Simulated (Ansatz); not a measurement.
# SnH2− (doublet): from Hartree-Fock to the top rungs at a displaced geometry (v1), def2-TZVPD

The task here is to estimate one member of a computed series from the others.

Program: Ansatz 0.2.0, Gaussian basis. Level of theory: def2-TZVPD, core rule «outside noble gas», up to 9 orbitals frozen. These are calculated values, not measurements.

To be run: UHF; CCSD(T) on ROHF; CCSD(T) on UHF; BCCD(T) on ROHF; CCSDT(Q) on ROHF; CCSDT(Q) on UHF; CASSCF and MRCISD+Q, 7 electrons in 6 orbitals; CASSCF and NEVPT2, 7 electrons in 6 orbitals.

14 further runs of the same task are left out: 4 that didn't finish, 10 set aside as unsound or not needed.

## The system

The geometry is a PBE0/def2-TZVPD stationary point (not a proven minimum) with its atoms shifted at random (size 0.040 Å). No spin-orbit coupling is included. Elements past krypton take def2 core potentials.

3 atoms, charge -1, spin multiplicity 2.

Atoms are counted from 1 here; the program's logs count them from 0.

Bond lengths: Sn1–H2 1.801 Å, Sn1–H3 1.798 Å. Angles: H2–Sn1–H3 89.6°.

The first run:

The input, in.yaml:

```yaml
crystal:
  periodic: [false, false, false]
  atoms:
    - {symbol: Sn, position_ang: [-0.000387, -0.021315, 0.000542]}
    - {symbol: H, position_ang: [-0.001220, 1.225520, -1.298705]}
    - {symbol: H, position_ang: [0.046744, 1.284824, 1.234875]}
basis:
  gaussian: {orbitals: def2-TZVPD}
total_charge: -1
magnetization: {spin_polarized: true, initial_magnetization: 1}
hamiltonian: {xc: hf}
output: {orbitals: {seedname: orbitals}}
```

Started as:

```
ansatz run in.yaml --threads 1 --pin off --events-out ev --progress --plain --max-ram 2393MiB
```

Steps of the session up to this table: UHF; CCSD(T) on ROHF; CCSD(T) on UHF; BCCD(T) on ROHF; CCSDT(Q) on ROHF; CCSDT(Q) on UHF; CASSCF and MRCISD+Q, 7 electrons in 6 orbitals; CASSCF and NEVPT2, 7 electrons in 6 orbitals.

One of the session's tables, all rows but one given; the rest of the session is left out.

```
          method  from UCCSDT(Q) (meV)
            ROHF               +3640.0
             UHF               +3542.1
            RMP2                +796.9
            UMP2                +810.5
           RCCSD                +146.1
           UCCSD                     ?
        RCCSD(T)                 +31.8
        UCCSD(T)                 +28.2
         BCCD(T)                 +31.8
          RCCSDT                  +8.3
          UCCSDT                  +4.1
       RCCSDT(Q)                  +4.3
       UCCSDT(Q)                     0
  CASSCF valence               +2736.0
  NEVPT2 valence                +800.5
  MRCISD valence                +194.9
MRCISD+Q valence                 +16.1
```

Q: Estimate the row for UCCSD from the others.

The run gave: from UCCSDT(Q) (meV): +139.1. In the column «from UCCSDT(Q) (meV)» it lies between BCCD(T) (+31.8) and RCCSD (+146.1).

Caveats from the session: Restricted and unrestricted rows rest on different reference determinants; where their highest levels disagree by more than a few hundredths of an eV, they describe different states and don't form one ladder.
